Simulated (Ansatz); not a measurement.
**BClGeH6Si: a ladder of functionals and wavefunction methods**

An exercise on one series of results from a longer session: the logs are not shown, and one member is left open.

Computed with Ansatz 0.2.0, Gaussian basis. Level: functionals in def2-TZVPP, the program's frozen cores in correlated methods.

Plan: LDA (SPW92), PBE-D4, revPBE-D4, BLYP-D4, r2SCAN-D4, B97M-V, PBE0-D4, B3LYP-D4, r2SCANh-D4, r2SCAN0-D4, HSE06-D4, BHLYP-D4, CAM-B3LYP-D4, LC-ωPBE, ωB97X-V, ωB97M-V, B2PLYP, PBE-QIDH; CCSD(T)/def2-SVP; CCSD(T)/def2-TZVPP; MP2/def2-QZVPP; extrapolation to the limit; RPA on PBE.

## The geometry

The geometry comes from an earlier relaxation with PBE0-D4 in a triple-zeta def2 set; it is a stationary point, not always the lowest conformer.

SMILES `[SiH3][BH][GeH2][Cl]`, 10 atoms, charge 0, spin multiplicity 1.

Atoms are counted from 1 here; the program's logs count them from 0.

Bond lengths: Si1–B2 2.007 Å, Si1–H5 1.488 Å, Si1–H6 1.488 Å, Si1–H7 1.494 Å, B2–Ge3 2.051 Å, B2–H8 1.194 Å, Ge3–Cl4 2.169 Å, Ge3–H9 1.539 Å, Ge3–H10 1.541 Å. Angles: B2–Si1–H5 112.2°, B2–Si1–H6 113.8°, B2–Si1–H7 105.1°, H5–Si1–H6 109.0°, H5–Si1–H7 108.5°, H6–Si1–H7 108.1°, Si1–B2–Ge3 121.4°, Si1–B2–H8 119.6°, Ge3–B2–H8 118.9°, B2–Ge3–Cl4 112.2°, B2–Ge3–H9 112.9°, B2–Ge3–H10 111.2°, Cl4–Ge3–H9 105.7°, Cl4–Ge3–H10 105.9°, H9–Ge3–H10 108.5°.

Set-up of the first run:

in.yaml

```yaml
crystal:
  periodic: [false, false, false]
  atoms:
    - {symbol: Si, position_ang: [-0.796340, 1.640380, 0.197487]}
    - {symbol: B, position_ang: [-0.162207, 0.002242, -0.773838]}
    - {symbol: Ge, position_ang: [0.875930, -1.478943, 0.193280]}
    - {symbol: Cl, position_ang: [1.199929, -3.212019, -1.069773]}
    - {symbol: H, position_ang: [-0.644252, 2.873202, -0.621868]}
    - {symbol: H, position_ang: [-0.136981, 1.850296, 1.514436]}
    - {symbol: H, position_ang: [-2.252316, 1.409332, 0.438792]}
    - {symbol: H, position_ang: [-0.422920, -0.135937, -1.930747]}
    - {symbol: H, position_ang: [0.145040, -2.004176, 1.442139]}
    - {symbol: H, position_ang: [2.277314, -0.995478, 0.612990]}
basis:
  gaussian: {orbitals: def2-TZVPP}
hamiltonian: {xc: lda}
output: {orbitals: {seedname: orbitals}}
```

On the command line:

```
$ ansatz run in.yaml --threads 4 --pin off --events-out ev --progress --plain --max-ram 10444MiB
```

Among the steps run: LDA; PBE-D4 (GGA); revPBE-D4 (GGA); BLYP-D4 (GGA); r2SCAN-D4 (meta-GGA); B97M-V (meta-GGA); PBE0-D4 (hybrid); B3LYP-D4 (hybrid); r2SCANh-D4 (hybrid); r2SCAN0-D4 (hybrid); HSE06-D4 (hybrid); BHLYP-D4 (hybrid); CAM-B3LYP-D4 (range-separated); LC-ωPBE (range-separated); ωB97X-V (range-separated); ωB97M-V (range-separated); B2PLYP (double hybrid); PBE-QIDH (double hybrid).

One table of the session follows, with a row left open; its other results are not shown here.

It belongs to the step «Frontier levels by functional». 

| functional | HOMO (eV) | LUMO (eV) | gap (eV) |
| --- | --- | --- | --- |
| LDA (SPW92) | -6.88 | -4.33 | 2.54 |
| PBE-D4 | -6.78 | -4.11 | 2.67 |
| revPBE-D4 | -6.73 | -4.01 | 2.72 |
| BLYP-D4 | -6.63 | -3.92 | 2.71 |
| r2SCAN-D4 | -7.07 | -3.86 | 3.21 |
| B97M-V | -7.21 | -3.96 | 3.25 |
| PBE0-D4 | -7.99 | -3.18 | 4.82 |
| B3LYP-D4 | -7.77 | -3.34 | 4.43 |
| r2SCANh-D4 | -7.51 | -3.53 | 3.98 |
| r2SCAN0-D4 | ? | ? | ? |
| HSE06-D4 | -7.60 | -3.56 | 4.04 |
| BHLYP-D4 | -9.08 | -2.10 | 6.99 |
| CAM-B3LYP-D4 | -9.29 | -2.01 | 7.28 |
| LC-ωPBE | -10.64 | -0.87 | 9.77 |
| ωB97X-V | -10.29 | -0.98 | 9.31 |
| ωB97M-V | -10.10 | -1.20 | 8.90 |

Estimate the missing values for r2SCAN0-D4.

Worked estimate for «HOMO (eV)». Against the share of exact exchange, r2SCAN-D4 (0, -7.07), r2SCANh-D4 (0.1, -7.51) give a slope of -4.40 per unit share; at 0.25 the line stands at -8.17.

**Answer.** HOMO (eV): -8.17; LUMO (eV): -3.04; gap (eV): 5.13. In «HOMO (eV)» the line misses by 0.00.
